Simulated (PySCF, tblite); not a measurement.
# C9H9N3: geometry, infrared bands and NMR shifts

Aim: predict the infrared bands and NMR shifts of C9H9N3 (`Cc1ccccc1-n1cncn1`).

Programs: tblite 0.8.0 and PySCF 2.14.0, with density-fitted response routines of our own. Each step states its level of theory. These are calculated values for one molecule in the gas phase, unless marked as measured. Atoms are numbered from 0 throughout.

### Step 1. The molecule as given

21 atoms, charge 0, multiplicity 1; geometry from: force field or distance geometry start.

Bonds of the start (Å): C0–C1 1.48, C1–C2 1.38, C2–C3 1.37, C3–C4 1.39, C4–C5 1.40, C5–C6 1.38, C6–N7 1.43, N7–C8 1.35, C8–N9 1.36, N9–C10 1.36, C10–N11 1.34, C6–C1 1.38, N11–N7 1.31, C0–H12 1.12, C0–H13 1.11, C0–H14 1.11, C2–H15 1.10, C3–H16 1.10, C4–H17 1.09, C5–H18 1.08, C8–H19 1.08, C10–H20 1.09.

### Step 2. Relaxing the molecule with GFN2-xTB

Job settings and geometry (Å):

```
{"job": {"kind": "relax", "xc": "GFN2-xTB", "basis": "xTB"}, "charge": 0, "multiplicity": 1}
C     -0.501200     1.999900     0.401200
C     -0.915200     0.591200     0.244400
C     -2.253800     0.302300     0.451300
C     -2.666100    -1.001000     0.307400
C     -1.781700    -2.031500     0.010900
C     -0.428200    -1.752700    -0.194300
C     -0.039500    -0.430700    -0.059400
N      1.341900    -0.122100    -0.245200
C      2.197000    -0.565300    -1.184500
N      3.419300    -0.007100    -0.988400
C      3.289200     0.792400     0.103900
N      2.020500     0.692200     0.525600
H     -1.333000     2.706100     0.134500
H     -0.242500     2.145000     1.474400
H      0.385400     2.287100    -0.202400
H     -2.970000     1.091500     0.704500
H     -3.724000    -1.234500     0.469600
H     -2.141900    -3.059700    -0.091300
H      0.279000    -2.536900    -0.430300
H      1.982800    -1.252700    -1.988300
H      4.073000     1.403300     0.556100
```

Command:

```console
$ OMP_NUM_THREADS=1 python probes_run.py task.json out
```

This one command runs all jobs of the session in turn.

**Question.** This job is followed by: GFN2-xTB harmonic vibrations, gas phase; GIAO PBE0/pcSseg-1 NMR shielding, non-relativistic, gas phase. Predict these results of the whole session: strongest single infrared mode (GFN2-xTB); zero-point energy (GFN2-xTB); 13C shifts against TMS (PBE0/pcSseg-1); 1H shifts against TMS (PBE0/pcSseg-1, means over atoms taken as alike); 15N shifts against NH3 (PBE0/pcSseg-1).

The runs gave:

| quantity | value |
| --- | --- |
| strongest single infrared mode (GFN2-xTB) | 1515 cm⁻¹, 149 km/mol |
| zero-point energy (GFN2-xTB) | 102.7 kcal/mol |
| 13C shifts against TMS (PBE0/pcSseg-1) | 156.3, 147.6, 141.1, 139.8, 137.7, 133.8, 131.9, 127.1, 24.7 ppm |
| 1H shifts against TMS (PBE0/pcSseg-1, means over atoms taken as alike) | 8.33, 8.11, 7.72, 7.62, 7.62, 7.54, 2.86 ppm |
| 15N shifts against NH3 (PBE0/pcSseg-1) | 332.3, 295.9, 256.0 ppm |

Over 77 steps the energy fell by 0.447 eV; of the close pairs, C8–N9 changed most, 1.358 to 1.309 Å. All 57 modes are real, so the xTB geometry is a minimum. The strongest single mode, at 1515 cm⁻¹, is spread over several atoms, C10, C8, N9, N11 among them. Unscaled tight-binding wavenumbers are off by several per cent, some by more. Its intensities can rank the bands wrongly. NICS(1)zz of -27 ppm above the planar ring from C1 marks a diatropic (aromatic) ring current. NICS(1)zz of -31 ppm above the planar ring from N7 marks a diatropic (aromatic) ring current.
